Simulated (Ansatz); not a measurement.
# Au: the cost of one run

Method: DFT PBEsol, scalar-relativistic, plane waves, PAW, in Ansatz 0.2.0.

## 1. The system as given

Symmetry: P-6m2, No. 187, hexagonal system. The conventional cell has a = 2.900 Å, b = 2.900 Å, c = 26.760 Å, α = 90.00°, β = 90.00°, γ = 120.00°. Au (site symmetry 3m) is surrounded by 9 Au at 2.90 to 2.96 Å. Au (site symmetry 3m) is surrounded by 12 Au at 2.90 to 2.96 Å. Au (site symmetry -6m2) is surrounded by 12 Au at 2.90 to 2.96 Å.

Structure file:

```cif
data_structure
_symmetry_space_group_name_H-M 'P-6m2'
_symmetry_Int_Tables_number 187
_cell_length_a 2.9000
_cell_length_b 2.9000
_cell_length_c 26.7600
_cell_angle_alpha 90.000
_cell_angle_beta 90.000
_cell_angle_gamma 120.000
_cell_volume 194.90
loop_
_atom_site_label
_atom_site_type_symbol
_atom_site_symmetry_multiplicity
_atom_site_Wyckoff_symbol
_atom_site_fract_x
_atom_site_fract_y
_atom_site_fract_z
_atom_site_occupancy
Au1 Au 2 i 0.66667 0.33333 0.31764 1
Au2 Au 2 h 0.33333 0.66667 0.40882 1
Au3 Au 1 f 0.66667 0.33333 0.50000 1
```

Slab cut from the bulk at the bulk's listed lattice constants, lower half held.

## 2. Relaxing the atoms

File input.yaml:

```yaml
crystal:
  lattice:
    - [2.89999841, 0.0, 0.0]
    - [-1.44999921, 2.51147229, 0.0]
    - [0.0, 0.0, 26.7600001552]
  atoms:
    - { symbol: Au, position: [0.66666667, 0.33333333, 0.3176382642] }
    - { symbol: Au, position: [0.33333333, 0.66666667, 0.4088191373] }
    - { symbol: Au, position: [0.66666667, 0.33333333, 0.5] }
    - { symbol: Au, position: [0.33333333, 0.66666667, 0.5911808627] }
    - { symbol: Au, position: [0.66666667, 0.33333333, 0.6823617358] }
basis:
  ecutwfc: 420
  fft_grid_basis: typed
kpoints:
  mp_grid: { grid: [12, 12, 1] }
hamiltonian:
  xc: pbesol
scf:
  occupations: { method: gaussian, width: 0.1 }
output:
  forces: true
  eigenvalues: true
efield:
  axis: 3
  dipole_correction: true
  ramp_width: 0.04
relax:
  adjacent_minimum: "off"
  f_tol: 0.04
  max_steps: 40
  constraints: [{ sites: [0, 1] }]
```

The run is started by

```sh
$ ansatz run input.yaml --threads 1 --pin off --max-ram 2211MiB --backend cpu --events-out ev --progress --plain --runs-dir out
```

Q: Estimate wall time and peak memory on 1 thread of Arm Neoverse V1, shared host.

About 66 s, with a peak of 0.45 GiB.
